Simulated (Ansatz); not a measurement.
# CH₆AlNS: a ladder of functionals and wavefunction methods

How much do the methods differ for CH₆AlNS? The plan is to run it at one geometry with functionals of several rungs and with coupled cluster, and see how far each lands from CCSD(T) at the basis-set limit for the atomisation energy.

Method: functionals in def2-TZVPP, the program's frozen cores in correlated methods; program: Ansatz 0.2.0, Gaussian basis.

Levels to be run: LDA (SPW92), PBE-D4, revPBE-D4, BLYP-D4, r2SCAN-D4, B97M-V, PBE0-D4, B3LYP-D4, r2SCANh-D4, r2SCAN0-D4, HSE06-D4, BHLYP-D4, CAM-B3LYP-D4, LC-ωPBE, ωB97X-V, ωB97M-V, B2PLYP, PBE-QIDH; CCSD(T)/def2-SVP; CCSD(T)/def2-TZVPP; MP2/def2-QZVPP; extrapolation to the limit; RPA on PBE.

## Step 1: Structure used throughout

The geometry comes from an earlier relaxation with PBE0-D4 in a triple-zeta def2 set; it is a stationary point, not always the lowest conformer.

SMILES `C[NH][AlH][SH]`, 10 atoms, charge 0, spin multiplicity 1.

Atoms are counted from 1 here; the program's logs count them from 0.

Bond lengths: C1–N2 1.445 Å, C1–H5 1.096 Å, C1–H6 1.096 Å, C1–H7 1.092 Å, N2–Al3 1.766 Å, N2–H8 1.010 Å, Al3–S4 2.189 Å, Al3–H9 1.576 Å, S4–H10 1.344 Å. Angles: N2–C1–H5 112.4°, N2–C1–H6 112.3°, N2–C1–H7 110.2°, H5–C1–H6 107.8°, H5–C1–H7 106.9°, H6–C1–H7 106.9°, C1–N2–Al3 131.3°, C1–N2–H8 111.7°, Al3–N2–H8 117.0°, N2–Al3–S4 121.3°, N2–Al3–H9 119.4°, S4–Al3–H9 119.3°, Al3–S4–H10 94.3°.

## Step 2: LDA

This LDA is Slater exchange with PW92 correlation.

File in.yaml:

```yaml
crystal:
  periodic: [false, false, false]
  atoms:
    - {symbol: C, position_ang: [-0.906994, 1.038946, 0.087443]}
    - {symbol: N, position_ang: [0.247205, 0.419574, 0.698496]}
    - {symbol: Al, position_ang: [1.180954, -1.007911, 0.243002]}
    - {symbol: S, position_ang: [0.667949, -2.182696, -1.531416]}
    - {symbol: H, position_ang: [-0.704613, 2.064253, -0.243822]}
    - {symbol: H, position_ang: [-1.769770, 1.069575, 0.763023]}
    - {symbol: H, position_ang: [-1.215387, 0.474352, -0.795523]}
    - {symbol: H, position_ang: [0.544365, 0.917131, 1.525685]}
    - {symbol: H, position_ang: [2.407520, -1.445776, 1.130415]}
    - {symbol: H, position_ang: [-0.368128, -1.398449, -1.874302]}
basis:
  gaussian: {orbitals: def2-TZVPP}
hamiltonian: {xc: lda}
output: {orbitals: {seedname: orbitals}}
```

Command:

```
$ ansatz run in.yaml --threads 2 --pin off --events-out ev --progress --plain --max-ram 4352MiB
```

Further steps of the session: PBE-D4 (GGA); revPBE-D4 (GGA); BLYP-D4 (GGA); r2SCAN-D4 (meta-GGA); B97M-V (meta-GGA); B3LYP-D4 (hybrid); r2SCANh-D4 (hybrid); r2SCAN0-D4 (hybrid); HSE06-D4 (hybrid); BHLYP-D4 (hybrid); CAM-B3LYP-D4 (range-separated); LC-ωPBE (range-separated); ωB97X-V (range-separated); ωB97M-V (range-separated); B2PLYP (double hybrid); PBE-QIDH (double hybrid); CCSD(T) in def2-SVP; CCSD(T) in def2-TZVPP; MP2 in def2-QZVPP; RPA on PBE orbitals.

Q: Predict the results of all the runs planned. Wanted: atomisation energy, CCSD(T)/CBS; farthest beyond LDA; mean size of error, GGA; mean size of error, meta-GGA; mean size of error, hybrid; mean size of error, range-separated; mean size of error, double hybrid; gap, smallest and largest; T1 diagnostic.

**Answer**, as computed:

| quantity | value |
| --- | --- |
| atomisation energy, CCSD(T)/CBS | 3364.8 kJ/mol |
| functionals within 16.8 kJ/mol (0.5 %) | BLYP-D4, r2SCAN-D4, PBE0-D4, B3LYP-D4, HSE06-D4, CAM-B3LYP-D4, ωB97X-V, ωB97M-V |
| farthest beyond LDA | BHLYP-D4 (-86.4 kJ/mol) |
| mean size of error, GGA | 29.9 kJ/mol |
| mean size of error, meta-GGA | 13.8 kJ/mol |
| mean size of error, hybrid | 31.6 kJ/mol |
| mean size of error, range-separated | 16.4 kJ/mol |
| mean size of error, double hybrid | 42.9 kJ/mol |
| gap, smallest and largest | 4.50 eV (LDA (SPW92)), 11.35 eV (LC-ωPBE) |
| T1 diagnostic | 0.0112 |
| triples share of the correlation energy | 3.8 % |

LDA overbinds by 437.9 kJ/mol (13 %). PBE-D4 is off by +32.9 kJ/mol. Double hybrids carry the basis error of their MP2 part in triple zeta, and no dispersion term here, so their miss is partly the set-up's. The rungs meta-GGA, range-separated miss on average by less than the doubt on the reference (16.8 kJ/mol), so they tie. Misses under about 16.8 kJ/mol are within the doubt on the reference itself, which lacks core-valence correlation, relativity and higher excitations. Hartree-Fock recovers 72 % of the binding; the rest is correlation. CCSD(T) in def2-SVP is off by -216.5 kJ/mol, more than most functionals: a good method in a small basis is no reference. The gap grows from 4.5 to 11.4 eV across the functionals, mostly with the share of exact exchange.
